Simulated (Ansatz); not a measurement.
**BrGeH2N: how energies converge with the basis set**

How large a basis does BrGeH2N need? Two functionals are run in growing sets.

Method: one geometry, several basis sets; program: Ansatz 0.2.0, Gaussian basis.

Levels to be run: PBE0-D4/def2-SVP; ωB97M-V/def2-SVP; PBE0-D4/def2-QZVPP; ωB97M-V/def2-QZVPP; the functionals' def2-TZVPP values are taken from earlier runs.

**1. The geometry**

An earlier PBE0-D4 in a triple-zeta def2 set relaxation fixed the geometry.

SMILES `[NH2][Ge][Br]`, 5 atoms, charge 0, spin multiplicity 1.

Atoms are counted from 1 here; the program's logs count them from 0.

Bond lengths: N1–Ge2 1.811 Å, N1–H4 1.009 Å, N1–H5 1.009 Å, Ge2–Br3 2.372 Å. Angles: Ge2–N1–H4 124.7°, Ge2–N1–H5 122.0°, H4–N1–H5 113.4°, N1–Ge2–Br3 96.0°.

**2. PBE0-D4 in def2-SVP**

in.yaml reads:

```yaml
crystal:
  periodic: [false, false, false]
  atoms:
    - {symbol: N, position_ang: [-0.464267, 0.338238, -0.424346]}
    - {symbol: Ge, position_ang: [-0.367775, -1.144298, 0.610542]}
    - {symbol: Br, position_ang: [1.893887, -0.845815, 1.259880]}
    - {symbol: H, position_ang: [0.296186, 0.984233, -0.573613]}
    - {symbol: H, position_ang: [-1.308132, 0.594041, -0.913863]}
basis:
  gaussian: {orbitals: def2-SVP}
hamiltonian: {xc: pbe0, dispersion: d4}
output: {orbitals: {seedname: orbitals}}
```

After this run come: ωB97M-V in def2-SVP; PBE0-D4 in def2-QZVPP; ωB97M-V in def2-QZVPP.

**Question.** What will the summary of the whole plan be? Wanted: PBE0-D4: double and triple zeta above quadruple; ωB97M-V: double and triple zeta above quadruple.

As calculated:

| quantity | value |
| --- | --- |
| PBE0-D4: double and triple zeta above quadruple | 20.26, 2.75 eV |
| ωB97M-V: double and triple zeta above quadruple | 20.17, 2.66 eV |

In words: For PBE0-D4 the step from double to triple zeta gains 17.52 eV and the next only 2.75 eV. Total energies overstate the basis error of differences, where much of it tends to cancel.
